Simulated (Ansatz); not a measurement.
# Cd (Cadmium): the cost of one run

Computed with Ansatz 0.2.0 (DFT r²SCAN, frozen-core PAW, scalar-relativistic unless said, unless a step's input says otherwise).

## 1. The system as given

Symmetry: P6_3/mmc, No. 194, hexagonal system. The conventional cell has a = 2.979 Å, b = 2.979 Å, c = 5.618 Å, α = 90.00°, β = 90.00°, γ = 120.00°. Cd (site symmetry -6m2) is surrounded by 12 Cd at 2.98 to 3.29 Å.

As a file:

```
Cd
1.0
     2.97887    0.00000    0.00000
    -1.48944    2.57978    0.00000
     0.00000    0.00000    5.61765
Cd
2
Cartesian
  0.0000 1.7199 1.4044
  1.4894 0.8599 4.2132
```

Cartesian axes are those of the input's lattice vectors. The structure goes back to a database entry.

## 2. Cell and atoms relaxed, PAW

input.yaml

```yaml
crystal:
  lattice:
    - [2.97887000001, 0.0, 0.0]
    - [-1.48943500001, 2.57977709458, 0.0]
    - [0.0, 0.0, 5.61765]
  atoms:
    - { symbol: Cd, position: [0.333333333333, 0.666666666667, 0.25] }
    - { symbol: Cd, position: [0.666666666667, 0.333333333333, 0.75] }
kpoints:
  mp_grid: { grid: [18, 18, 8] }
scf:
  occupations: { method: fermi_dirac, width: 0.05 }
hamiltonian:
  xc: r2scan
  pseudopotentials: { kind: paw }
relax:
  f_tol: 0.002
  max_steps: 80
  cell: {}
output:
  forces: true
  stress: true
```

Command:

```
$ ansatz run input.yaml --threads 1 --pin off --max-ram 3072MiB --backend cpu --events-out ev --progress --plain --runs-dir out
```

What time and memory should one allow on 1 thread of Arm Neoverse V2, shared host?

About 98 s, with a peak of 0.56 GiB.
